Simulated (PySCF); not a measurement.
# Fluorine: the same states on changed settings

One table from this session's results is given with a row withheld; the runs are named, their logs left out.

The numbers are computed with PySCF 2.14.0 (unrestricted determinants in a Gaussian basis, no spin-orbit coupling in the energies), except any that are marked as measured or tabulated.

## Starting point

| Property | Result |
| --- | --- |
| Element | fluorine (Z = 9) |
| Basis | def2-TZVP (5s3p2d1f, 31 functions) |
| Hamiltonian | the non-relativistic Hamiltonian (point nucleus) |
| State 1 | F⁺: [He] 2s2 2p4, high-spin 3P determinant |
| State 2 | F²⁺: [He] 2s2 2p3, high-spin 4S determinant |
| Methods | UHF, PBE, BP86, MP2, CCSD(T) |
| Core shells frozen in the correlated runs | valence: 1s2 (for F⁺) |

Outer shells as boxes (Hund's rule):

F+ [He] 2s2 2p4
```
[He] core
2s [↑↓]
2p [↑↓][↑ ][↑ ]
```

F2+ [He] 2s2 2p3
```
[He] core
2s [↑↓]
2p [↑ ][↑ ][↑ ]
```

The sound run (def2-TZVP, no relativity, point nucleus, symmetry-adapted start, fine grid, valence correlation) gave:

```
species             method  energy (hartree)
     F⁺                UHF         -98.83647
     F⁺                PBE         -99.02175
     F⁺               BP86         -99.10959
     F⁺      MP2 (valence)         -98.97723
     F⁺  CCSD(T) (valence)         -98.99489
    F²⁺                UHF         -97.60872
    F²⁺                PBE         -97.72007
    F²⁺               BP86         -97.80240
    F²⁺      MP2 (valence)         -97.70578
    F²⁺  CCSD(T) (valence)         -97.72119
```

One driver process ran all states and methods and kept the integrals in memory. Each run is shown as a PySCF script that sums up its settings (the driver passes frozen orbitals as a list and adds second-order terms of double hybrids); the logs are those of the runs themselves.

The first run:

The driver's launch:

```sh
OMP_NUM_THREADS=1 python atomrun2.py TASK.json OUT
```

The input, input.py:

```python
from pyscf import gto, scf, dft, mp, cc
import basis_set_exchange as bse
mol = gto.M(atom="F 0 0 0", charge=1, spin=2, symmetry="D2h",
            basis=gto.basis.parse(bse.get_basis("def2-TZVP", elements=["F"], fmt="nwchem", header=False)))
mf = scf.UHF(mol)
mf.irrep_nelec = {'Ag': (2, 2), 'B1u': (1, 0), 'B2u': (1, 1), 'B3u': (1, 0)}
mf.init_guess = "sap"
mf.max_cycle = 50
mf.kernel()
```

Steps of the session up to this table: Changed run, F⁺; Changed run, F²⁺: the ladder of methods.

One table of the session follows, with a row left open; its other results are not shown here.

Ionisation energy of F⁺:

| method | sound run (eV) |
| --- | --- |
| UHF | ? |
| PBE | 35.421 |
| BP86 | 35.571 |
| MP2 | 34.598 |
| SCS-MP2 | 34.692 |
| CCSD | 34.638 |
| CCSD(T) | 34.659 |

Estimate the missing values for UHF.

The run gave: sound run (eV): 33.409. In the column «sound run (eV)» it is the lowest.
